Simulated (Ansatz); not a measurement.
# AlBCl2H3N: the cost of one run

Program: Ansatz 0.2.0. Level of theory: UKS r2SCAN-D4/STO-3G. These are calculated values, not measurements.

### Step 1. Starting point

Bond lengths: N1–B2 1.520 Å, B2–Al3 2.099 Å, Al3–Cl4 2.195 Å, Al3–Cl5 2.181 Å, N1–H6 1.079 Å, N1–H7 1.089 Å, B2–H8 1.195 Å. Angles: N1–B2–Al3 123.1°, N1–B2–H8 116.6°, Al3–B2–H8 120.3°, B2–N1–H6 105.6°, B2–N1–H7 105.6°, H6–N1–H7 102.3°, B2–Al3–Cl4 117.9°, B2–Al3–Cl5 119.7°, Cl4–Al3–Cl5 122.4°.

Coordinates:

```xyz
8

N     0.8119   -0.0266    1.5685
B     0.6731   -0.5891    0.1628
Al   -0.7570    0.0991   -1.2111
Cl   -0.7586   -0.7846   -3.2200
Cl   -2.1087    1.7145   -0.6444
H    -0.1753   -0.0790    1.9997
H     0.9535    1.0456    1.4425
H     1.4532   -1.4371   -0.1540
```

### Step 2. End point A

Contents of input.yaml:

```yaml
crystal:
  periodic: [false, false, false]
  atoms:
    - { symbol: "N", position_ang: [0.8119, -0.0266, 1.5685] }
    - { symbol: B, position_ang: [0.6731, -0.5891, 0.1628] }
    - { symbol: Al, position_ang: [-0.757, 0.0991, -1.2111] }
    - { symbol: Cl, position_ang: [-0.7586, -0.7846, -3.22] }
    - { symbol: Cl, position_ang: [-2.1087, 1.7145, -0.6444] }
    - { symbol: H, position_ang: [-0.1753, -0.079, 1.9997] }
    - { symbol: H, position_ang: [0.9535, 1.0456, 1.4425] }
    - { symbol: H, position_ang: [1.4532, -1.4371, -0.154] }
magnetization:
  spin_polarized: true
basis:
  gaussian: { orbitals: STO-3G }
hamiltonian:
  xc: r2scan
  dispersion: d4
relax:
  f_tol: 0.02
  max_steps: 50
```

Launch:

```bash
$ ansatz run input.yaml --threads 1 --pin off --max-ram 2048MiB --backend cpu --events-out ev --progress --plain --runs-dir out
```

**Question.** How long does this run take on 1 thread of Intel Xeon Platinum 8375C at 2.90GHz (Ice Lake), shared host, and how much memory does it need?

About 67 s, with a peak of 0.24 GiB.
